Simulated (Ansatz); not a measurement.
# LuRh3B2: the cost of one run

All numbers below are computed with Ansatz 0.2.0 (DFT PBEsol, scalar-relativistic, plane waves, PAW).

1 further run of the same task is left out (set aside as unsound or not needed). Runs told in other sessions of the task aren't counted.

## (1) The system as given

The cell holds 19 atoms (CB6Lu3Rh9): a = 6.157 Å, b = 6.157 Å, c = 6.157 Å, α = 96.71°, β = 96.71°, γ = 96.71°.

As a file:

```xyz
19
Lattice="-2.6563 4.6008 -3.1114 5.3125 0.0000 -3.1114 -2.6563 -4.6008 -3.1114" Properties=species:S:1:pos:R:3 pbc="T T T"
B     0.0000    3.0672   -4.6671
B    -2.6563   -1.5336   -4.6671
B     2.6563   -1.5336   -4.6671
B     2.6563    1.5336   -4.6671
B     0.0000   -3.0672   -4.6671
B    -2.6563    1.5336   -4.6671
Lu   -0.0142    0.0003   -1.6444
Lu   -0.0264    0.0735   -7.7453
Lu    0.0000    0.0000   -4.6671
Rh    1.3281    2.3004   -6.2228
Rh    1.3281    2.3004   -3.1114
Rh   -1.2959   -2.3164   -3.1385
Rh    2.6563    0.0000   -3.1114
Rh   -2.6563    0.0000   -6.2228
Rh   -2.6563    0.0000   -3.1114
Rh    1.3281   -2.3004   -3.1114
Rh   -1.3281    2.3004   -3.1114
Rh    1.3474   -2.2868   -6.1638
C     2.5652   -3.6787   -6.2181
```

The host was relaxed before at PBEsol: a = 5.311 Å, b = 5.311 Å, c = 3.115 Å, α = 90.00°, β = 90.00°, γ = 120.00° (conventional cell), 12.680 Å³/atom.

Places, in fractions of the supercell: C as an interstitial at (0.111, 0.986, 0.903). Its neighbours start displaced at random, with a spread of 0.05 Å in each coordinate.

## (2) The perfect crystal in the supercell of 18 atoms

Contents of input.yaml:

```yaml
crystal:
  lattice:
    - [-2.6562714809, 4.6007971579, -3.111404763]
    - [5.3125429568, 2.8e-09, -3.111404763]
    - [-2.656271476, -4.6007971607, -3.111404763]
  atoms:
    - { symbol: B, position: [0.8333333333, 0.5, 0.1666666667] }
    - { symbol: B, position: [0.5, 0.1666666667, 0.8333333333] }
    - { symbol: B, position: [0.1666666667, 0.8333333333, 0.5] }
    - { symbol: B, position: [0.5, 0.8333333333, 0.1666666667] }
    - { symbol: B, position: [0.1666666667, 0.5, 0.8333333333] }
    - { symbol: B, position: [0.8333333333, 0.1666666667, 0.5] }
    - { symbol: Lu, position: [0.1666666667, 0.1666666667, 0.1666666667] }
    - { symbol: Lu, position: [0.8333333333, 0.8333333333, 0.8333333333] }
    - { symbol: Lu, position: [0.5, 0.5, 0.5] }
    - { symbol: Rh, position: [0.8333333333, 0.8333333333, 0.3333333333] }
    - { symbol: Rh, position: [0.5, 0.5, 0.0] }
    - { symbol: Rh, position: [0.1666666667, 0.1666666667, 0.6666666667] }
    - { symbol: Rh, position: [0.1666666667, 0.6666666667, 0.1666666667] }
    - { symbol: Rh, position: [0.8333333333, 0.3333333333, 0.8333333333] }
    - { symbol: Rh, position: [0.5, 0.0, 0.5] }
    - { symbol: Rh, position: [0.0, 0.5, 0.5] }
    - { symbol: Rh, position: [0.6666666667, 0.1666666667, 0.1666666667] }
    - { symbol: Rh, position: [0.3333333333, 0.8333333333, 0.8333333333] }
basis:
  ecutwfc: 420
  xc_grid: 2
kpoints:
  mp_grid: { grid: [4, 4, 4], shift: [0.5, 0.5, 0.5] }
hamiltonian:
  xc: pbesol
scf:
  occupations: { method: gaussian, width: 0.05 }
output:
  forces: true
  stress: true
  eigenvalues: true
```

On the command line:

```
$ ansatz run input.yaml --threads 8 --pin off --max-ram 14336MiB --backend cpu --events-out ev --progress --plain --runs-dir out
```

What time and memory should one allow on 8 threads of Arm Neoverse V1, shared host?

About 5.3 s, with a peak of 1.6 GiB.
